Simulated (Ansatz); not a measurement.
I need harmonic frequencies at the relaxed geometry of C2H5F2Sb, SMILES C[CH2][Sb]([F])[F]. Use the Python package of Ansatz (0.2.0). Level of theory (for the species named): B3LYP, def2-SVP basis, multiplicity 1.

```yaml
atoms:
  - { symbol: C, position_ang: [-0.8605, 0.2596, 0.9547] }
  - { symbol: C, position_ang: [0.1754, 0.5480, -0.0901] }
  - { symbol: Sb, position_ang: [0.0929, -0.9839, -1.6314] }
  - { symbol: F, position_ang: [1.0305, -2.3109, -0.3913] }
  - { symbol: F, position_ang: [1.9107, -0.4329, -2.3387] }
  - { symbol: H, position_ang: [-1.9059, 0.3357, 0.4526] }
  - { symbol: H, position_ang: [-0.7277, -0.6795, 1.4330] }
  - { symbol: H, position_ang: [-0.8370, 1.1151, 1.7121] }
  - { symbol: H, position_ang: [0.0286, 1.5578, -0.5255] }
  - { symbol: H, position_ang: [1.1762, 0.5399, 0.4275] }
```

Script `c2h5f2sb_freq.py`:
```python
# -*- coding: utf-8 -*-
"""Harmonic frequencies of C2H5F2Sb at its relaxed geometry."""

import logging
import sys

import ansatz as az
import numpy as np

logging.basicConfig(stream=sys.stdout, format="%(levelname)s:%(name)s:%(message)s")
logger = logging.getLogger("calc")
logger.setLevel(logging.INFO)

system = (
    az.Crystal.molecule()
    .atom("C", (-0.8605, 0.2596, 0.9547))
    .atom("C", (0.1754, 0.548, -0.0901))
    .atom("Sb", (0.0929, -0.9839, -1.6314))
    .atom("F", (1.0305, -2.3109, -0.3913))
    .atom("F", (1.9107, -0.4329, -2.3387))
    .atom("H", (-1.9059, 0.3357, 0.4526))
    .atom("H", (-0.7277, -0.6795, 1.433))
    .atom("H", (-0.837, 1.1151, 1.7121))
    .atom("H", (0.0286, 1.5578, -0.5255))
    .atom("H", (1.1762, 0.5399, 0.4275))
)

job = system.calculation()
job = job.basis(gaussian="def2-SVP")
job = job.functional("b3lyp")
symbols = [site.symbol for site in system.cartesian_sites]
start = np.array([site.position_ang for site in system.cartesian_sites], dtype=float)
summary = job.relax(force_tolerance=0.003, max_steps=100).run(threads=1, backend="cpu").report
end = np.array(summary["positions_ang"])

logger.info("final positions (A) and the move of each atom")
for symbol, xyz, old in zip(symbols, end, start):
    logger.info(f"{symbol:2s} {xyz[0]:10.5f} {xyz[1]:10.5f} {xyz[2]:10.5f}   {np.linalg.norm(xyz - old):7.4f}")

# same settings at the minimum
minimum = az.Crystal.molecule()
for symbol, place in zip(symbols, end):
    minimum = minimum.atom(symbol, place.tolist())
vibrating = (
    minimum.calculation()
    .basis(gaussian="def2-SVP")
    .functional("b3lyp")
    .phonons(temperatures=(100, 500, 100))
)
vib = vibrating.run(threads=1, backend="cpu").report["vibrations"]
sums = vib["harmonic_sums"]
modes = [m["omega_inv_cm"] for m in sums["modes_at_gamma"] if m["rigid_motion"] == "no"]
print("frequencies (1/cm):", " ".join(f"{w:.0f}" for w in modes))
print("imaginary modes:", sum(w < 0 for w in modes), " zero-point energy:", round(sums["zero_point_energy_ev"], 4), "eV")
logger.info("T (K)   F_vib (eV)   S_vib (meV/K)   C_vib (meV/K)")
for row in zip(sums["temperatures_k"], sums["vibrational_free_energy_ev"], vib["entropy_ev_per_k"], vib["heat_capacity_ev_per_k"]):
    logger.info(f"{row[0]:6.1f} {row[1]:11.4f} {1000 * row[2]:13.4f} {1000 * row[3]:15.4f}")
```

```console
$ python c2h5f2sb_freq.py
INFO:calc:final positions (A) and the move of each atom
INFO:calc:C    -0.79751    0.24462    0.97531    0.0679
INFO:calc:C     0.11648    0.65504   -0.17981    0.1516
INFO:calc:Sb    0.28319   -0.87265   -1.73682    0.2443
INFO:calc:F     0.44221   -2.30258   -0.42002    0.5891
INFO:calc:F     2.19557   -0.58115   -1.95900    0.4973
INFO:calc:H    -1.84907    0.14425    0.65690    0.2857
INFO:calc:H    -0.48391   -0.72103    1.39937    0.2496
INFO:calc:H    -0.77547    0.99552    1.78269    0.1519
INFO:calc:H    -0.20964    1.59391   -0.65907    0.2755
INFO:calc:H     1.16136    0.79297    0.14334    0.3808
frequencies (1/cm): 35 130 169 197 242 262 488 613 622 692 941 959 1033 1204 1236 1394 1437 1473 1480 3023 3041 3090 3105 3127
imaginary modes: 0  zero-point energy: 1.8594 eV
INFO:calc:T (K)   F_vib (eV)   S_vib (meV/K)   C_vib (meV/K)
INFO:calc: 100.0      1.8483        0.2603          0.3188
INFO:calc: 200.0      1.8070        0.5574          0.5516
INFO:calc: 300.0      1.7380        0.8191          0.7503
INFO:calc: 400.0      1.6439        1.0601          0.9299
INFO:calc: 500.0      1.5265        1.2844          1.0813
```

Caveats:
- The frequencies are harmonic and unscaled, in a modest basis.
- def2 sets replace the cores of elements past krypton by effective core potentials.
- b3lyp holds the VWN-RPA fit, as in Gaussian; the form of ORCA and Turbomole is b3lyp5.
- Timing: 7.1 min on 1 thread of Arm Neoverse V1, with other jobs on the host, peak memory 0.34 GiB.
